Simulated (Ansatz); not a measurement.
# GaH3O2: the cost of one run

Program: Ansatz 0.2.0. Level of theory: RHF/def2-mTZVP. These are calculated values, not measurements.

**1. Starting point**

Bond lengths: Ga1–H2 1.570 Å, Ga1–O3 1.790 Å, O3–H4 1.010 Å, Ga1–O5 1.790 Å, O5–H6 1.010 Å. Angles: H2–Ga1–O3 120.0°, H2–Ga1–O5 120.0°, O3–Ga1–O5 120.0°, Ga1–O3–H4 109.5°, Ga1–O5–H6 109.5°.

As a file:

```xyz
6

Ga    0.0000    0.0000    0.0000
H     0.0000    0.0000    1.5700
O     1.5501    0.0000   -0.8950
H     1.8500   -0.9519   -1.0499
O    -1.5501    0.0000   -0.8950
H    -2.0598   -0.8467   -0.6865
```

**2. Preparing the start**

input.yaml reads:

```yaml
crystal:
  periodic: [false, false, false]
  atoms:
    - { symbol: Ga, position_ang: [0.0, 0.0, 0.0] }
    - { symbol: H, position_ang: [0.0, 0.0, 1.57] }
    - { symbol: O, position_ang: [1.5501, 0.0, -0.895] }
    - { symbol: H, position_ang: [1.85, -0.9519, -1.0499] }
    - { symbol: O, position_ang: [-1.5501, 0.0, -0.895] }
    - { symbol: H, position_ang: [-2.0598, -0.8467, -0.6865] }
basis:
  gaussian: { orbitals: def2-mTZVP }
hamiltonian:
  xc: hf
relax:
  f_tol: 0.02
  max_steps: 40
output:
  orbitals: {}
```

Launch:

```bash
> ansatz run input.yaml --threads 1 --pin off --max-ram 2048MiB --backend cpu --events-out ev --progress --plain --runs-dir out
```

What time and memory should one allow on 1 thread of Intel Xeon at 2.60GHz (Ice Lake), shared host?

About 18 s, with a peak of 0.19 GiB.
